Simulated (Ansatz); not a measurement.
The system is Ge2Sb2Te5.

```xyz
9
Lattice="6.8391 -3.0660 0.0000 6.8391 3.0660 0.0000 -6.8310 0.0000 6.8476" Properties=species:S:1:pos:R:3 pbc="T T T"
Te    5.4948    0.0000    2.6461
Te    9.5385    0.0000    1.3429
Te    0.0699    0.0000    0.0441
Te   -2.7069    0.0000    5.5452
Te    1.3918    0.0000    4.0888
Sb    8.3181    0.0000    4.0255
Sb   -1.3207    0.0000    2.8579
Ge    2.6055    0.0000    1.2862
Ge    6.7274    0.0000    0.0756
```

The cell comes from a database or a generator and needn't be the stable form of this composition.

```yaml
Program: Ansatz 0.2.0
Task: relaxation of cell and atoms
Functional: PBEsol
Dispersion: D3(BJ)
Potentials_or_basis: Ansatz PAW
Cutoff: "420 eV (not typed: the program's choice for these potentials)"
k_mesh: 5 × 5 × 4
Occupations: fermi-dirac, width 0.05 eV
Spin: no spin polarisation
```

At the start: volume 31.91 Å³/atom.

Where does the relaxation end?

It ends after 8 steps and the volume is 28.20 Å³/atom (-11.6 %); space group Cm (No. 8, to 0.05 Å).

The path:
| step | energy change (eV) | largest force (eV/Å) | volume (Å³) |
| --- | --- | --- | --- |
| 1 | 0.0000 | 0.2563 | 287.17 |
| 2 | -0.3853 | 0.7069 | 250.91 |
| 3 | -0.4677 | 0.1022 | 253.29 |
| 4 | -0.4717 | 0.0322 | 254.64 |
| 5 | -0.4731 | 0.0170 | 253.55 |
| 6 | -0.4734 | 0.0154 | 253.69 |
| 7 | -0.4735 | 0.0060 | 253.77 |
| 8 | -0.4675 | 0.0060 | 253.77 |

Final structure:
```
Te Sb Ge
1.0
     6.54609   -2.96320   -0.01914
     6.54609    2.96320   -0.01914
    -6.55745    0.00000    6.56063
Te Sb Ge
5 2 2
Direct
  0.59644 0.59644 0.40250
  0.79065 0.79065 0.17413
  0.99313 0.99313 0.99481
  0.21152 0.21152 0.81782
  0.41872 0.41872 0.61035
  0.89468 0.89468 0.57509
  0.11619 0.11619 0.42109
  0.27710 0.27710 0.18622
  0.50157 0.50157 0.01797
```

Caveat: the plane-wave basis is chosen anew once the cell has moved, so the energies of steps on either side of that aren't comparable; the PAW data sets come from PBE, with cores solved anew for the run's functional, which leaves a small shift of forces and pressure.
